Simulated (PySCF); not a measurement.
# C₃H₉FO₂Si₂: circular dichroism and optical rotation

What do calculations give for the circular dichroism and optical rotation of C₃H₉FO₂Si₂ (`F[SiH2][C@@H]1C[C@H](O[SiH3])O1`)?

Programs: PySCF 2.14.0, with routines of our own; each step states its level. All values are computed. Atoms count from 0.

### 1 The starting structure

17 atoms, charge 0, multiplicity 1; geometry from: GFN2-xTB.

### 2 Circular dichroism and optical rotation: TDDFT BHandHLYP/def2-SVPD

The job: settings as JSON, then the geometry in Å.

```
{"job": {"kind": "ecd", "xc": "BHandHLYP", "basis": "def2-SVPD", "nstates": 12}, "charge": 0, "multiplicity": 1}
F     -3.433231    -1.000468     0.266343
Si    -1.846787    -1.107855     0.551441
C     -1.173589     0.652691     0.285819
C     -0.567631     1.031195    -1.074031
C      0.727714     1.240689    -0.280876
O      1.784449     0.458005    -0.647848
Si     2.305628    -0.832380     0.207552
O      0.115653     0.833738     0.929993
H     -1.708112    -1.521151     1.935731
H     -1.364953    -2.043663    -0.452697
H     -1.864846     1.418008     0.660052
H     -0.976265     1.915003    -1.555426
H     -0.489926     0.216451    -1.789786
H      1.075063     2.284410    -0.218807
H      3.408543    -1.190206    -0.673359
H      1.284491    -1.884082     0.288384
H      2.716801    -0.458356     1.557605
```

With the program's defaults for keys left out, this is: TDDFT BHandHLYP/def2-SVPD circular dichroism and optical rotation, one conformer, gas phase.

On the command line:

```
> OMP_NUM_THREADS=1 python excited_run.py task.json out
```

This one command runs all jobs of the session in turn.

The program printed:

```text
coarse grid: 15344 points
cycle   1  E = -948.1813829728  dE =  1.118e+00  |g| = 8.970e-01  |ddm| = 5.722e+00
cycle   2  E = -948.1507575203  dE =  3.063e-02  |g| = 1.030e+00  |ddm| = 2.683e+00
cycle   3  E = -948.3357894307  dE = -1.850e-01  |g| = 6.155e-02  |ddm| = 1.321e+00
cycle   4  E = -948.3365024072  dE = -7.130e-04  |g| = 2.773e-02  |ddm| = 1.513e-01
cycle   5  E = -948.3366819139  dE = -1.795e-04  |g| = 5.684e-03  |ddm| = 5.529e-02
cycle   6  E = -948.3366892966  dE = -7.383e-06  |g| = 1.322e-03  |ddm| = 1.209e-02
final grid: 139848 points
cycle   7  E = -948.4295202675  dE = -1.731e-05  |g| = 3.218e-03  |ddm| = 8.121e-02
cycle   8  E = -948.4295196562  dE =  6.114e-07  |g| = 3.839e-03  |ddm| = 1.079e-02
cycle   9  E = -948.4295223974  dE = -2.741e-06  |g| = 2.795e-04  |ddm| = 4.263e-03
cycle  10  E = -948.4295224120  dE = -1.468e-08  |g| = 1.361e-04  |ddm| = 6.854e-04
cycle  11  E = -948.4295224164  dE = -4.343e-09  |g| = 2.990e-05  |ddm| = 2.665e-04
cycle  12  E = -948.4295224166  dE = -1.987e-10  |g| = 9.021e-06  |ddm| = 6.042e-05
converged SCF energy = -948.4295224166

Singlet excitations and rotatory strengths (1e-40 esu^2 cm^2)
state   eV       nm     f(len)   f(vel)    R(len)    R(vel)   main configurations
  1   6.7116   184.7  0.01285  0.01379     4.024     3.012   H->L 0.84
  2   7.6400   162.3  0.00441  0.00536   -13.066   -13.908   H->L+1 0.48, H-1->L 0.28
  3   7.8017   158.9  0.01470  0.01442     5.948     7.222   H->L+1 0.31, H->L+3 0.23, H->L+2 0.10
  4   7.9996   155.0  0.00867  0.00980    34.276    35.832   H->L+4 0.41, H-1->L 0.20, H->L+2 0.13
  5   8.1471   152.2  0.01745  0.01892    17.426    17.691   H->L+4 0.25, H->L+2 0.24, H-1->L 0.19
  6   8.2985   149.4  0.00819  0.01013    16.606    18.501   H->L+3 0.33, H->L+6 0.12, H->L+2 0.11
  7   8.4384   146.9  0.02215  0.02306   -20.650   -21.093   H-2->L 0.45, H->L+3 0.11, H-3->L 0.10
  8   8.4875   146.1  0.00778  0.00732     5.104     8.483   H->L+5 0.32, H->L+6 0.20, H->L+2 0.13
  9   8.5790   144.5  0.00829  0.00930    59.340    63.520   H-3->L 0.36, H->L+5 0.08
 10   8.6936   142.6  0.04294  0.04300    38.685    37.607   H-1->L+2 0.24, H-3->L 0.12, H->L+6 0.10
 11   8.7967   140.9  0.04666  0.04917    40.960    41.847   H-1->L+1 0.45, H->L+3 0.14, H->L+6 0.14
 12   8.8730   139.7  0.02855  0.03192  -114.721  -120.248   H-4->L 0.20, H-2->L+2 0.18, H-5->L 0.14

Specific rotation (deg / (dm g/mL))
    nm     length   length(OI)   velocity    alpha(len)  alpha(vel)
  633.0     -37.96     -37.49     -35.07       87.615     87.952
  589.3     -43.57     -43.02     -40.23       87.896     88.238
  546.0     -50.41     -49.75     -46.48       88.247     88.594
  436.0     -76.17     -75.04     -69.84       89.698     90.069
  405.0     -86.36     -85.00     -78.95       90.357     90.738
  365.0    -101.41     -99.63     -92.15       91.499     91.899
  355.0    -105.35    -103.43     -95.53       91.854     92.261
```

It took 1.9 min on 1 thread of Arm Neoverse V1, shared host; peak memory 1.1 GiB.

### 3 What came out

| quantity | value |
| --- | --- |
| state of largest rotatory strength (velocity form) among 12 (step 2, TDDFT BHandHLYP/def2-SVPD) | 8.87 eV, R = -120.2 (velocity), -114.7 (length) ·10⁻⁴⁰ esu² cm² |
| specific rotation at 633.0 nm (step 2, TDDFT BHandHLYP/def2-SVPD) | -35.1 (velocity), -38.0 (length) |

Rotations belong to one conformer.
